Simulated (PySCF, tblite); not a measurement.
# C5H7BF2: geometry, infrared bands and NMR shifts

Wanted: the infrared bands and NMR shifts of C5H7BF2 (`CB(F)C1=CC[C@@H]1F`), by calculation.

Programs: tblite 0.8.0 and PySCF 2.14.0, with density-fitted response routines of our own. Each step states its level of theory. These are calculated values for one molecule in the gas phase, unless marked as measured. Atoms are numbered from 0 throughout.

### Step 1. The molecule as given

15 atoms, charge 0, multiplicity 1; geometry from: force field or distance geometry start.

Bonds of the start (Å): C0–B1 1.59, B1–F2 1.46, B1–C3 1.56, C3–C4 1.40, C4–C5 1.50, C5–C6 1.44, C6–F7 1.38, C6–C3 1.49, C0–H8 1.11, C0–H9 1.10, C0–H10 1.11, C4–H11 1.08, C5–H12 1.12, C5–H13 1.11, C6–H14 1.12.

### Step 2. Optimising the geometry with GFN2-xTB

What the job is given:

```
{"job": {"kind": "relax", "xc": "GFN2-xTB", "basis": "xTB"}, "charge": 0, "multiplicity": 1}
C      2.430300     0.041000    -0.124300
B      1.307800    -0.380900     0.918200
F      1.709800    -0.995600     2.184000
C     -0.201500    -0.143800     0.604300
C     -1.392900    -0.400800     1.300700
C     -2.187100     0.174800     0.160600
C     -0.957800     0.433000    -0.538500
F     -0.817600    -0.341300    -1.670200
H      2.357400     1.132100    -0.309800
H      3.424800    -0.197900     0.279100
H      2.259900    -0.506100    -1.076700
H     -1.647900    -0.835700     2.256800
H     -2.723000     1.103700     0.474500
H     -2.825900    -0.590400    -0.321700
H     -0.741000     1.516000    -0.698600
```

On the command line:

```
$ OMP_NUM_THREADS=1 python probes_run.py task.json out
```

This one command runs all jobs of the session in turn.

**Question.** This job is followed by: GFN2-xTB harmonic vibrations, gas phase; GIAO PBE0/pcSseg-1 NMR shielding, non-relativistic, gas phase. What will the session give for the following? strongest single infrared mode (GFN2-xTB); zero-point energy (GFN2-xTB); 13C shifts against TMS (PBE0/pcSseg-1); 1H shifts against TMS (PBE0/pcSseg-1, means over atoms taken as alike); 11B shifts against BF3·OEt2 (PBE0/pcSseg-1); 19F shifts against CFCl3 (PBE0/pcSseg-1).

**Answer**, as computed:

| quantity | value |
| --- | --- |
| strongest single infrared mode (GFN2-xTB) | 1274 cm⁻¹, 201 km/mol |
| zero-point energy (GFN2-xTB) | 69.2 kcal/mol |
| 13C shifts against TMS (PBE0/pcSseg-1) | 169.3, 161.8, 90.6, 43.2, 5.4 ppm |
| 1H shifts against TMS (PBE0/pcSseg-1, means over atoms taken as alike) | 7.56, 5.56, 3.01, 2.90, 0.73 ppm |
| 11B shifts against BF3·OEt2 (PBE0/pcSseg-1) | 46.9 ppm |
| 19F shifts against CFCl3 (PBE0/pcSseg-1) | -33.7, -198.3 ppm |

What this shows: Over 43 steps the energy fell by 0.748 eV; of the close pairs, B1–F2 changed most, 1.463 to 1.328 Å. All 39 modes are real, so the xTB geometry is a minimum. The strongest single mode, at 1274 cm⁻¹, is spread over several atoms, B1, H14, C3 among them. Unscaled tight-binding wavenumbers are off by several per cent, some by more. Its intensities can rank the bands wrongly. H11 (hydrogen on an alkene CH) lies farthest downfield among hydrogen, at 7.56 ppm; attached to an sp2 carbon and in the plane of the double bond. At PBE0/pcSseg-1: Shielding is most anisotropic at F2 (span 442 ppm, paramagnetic term -263 ppm).
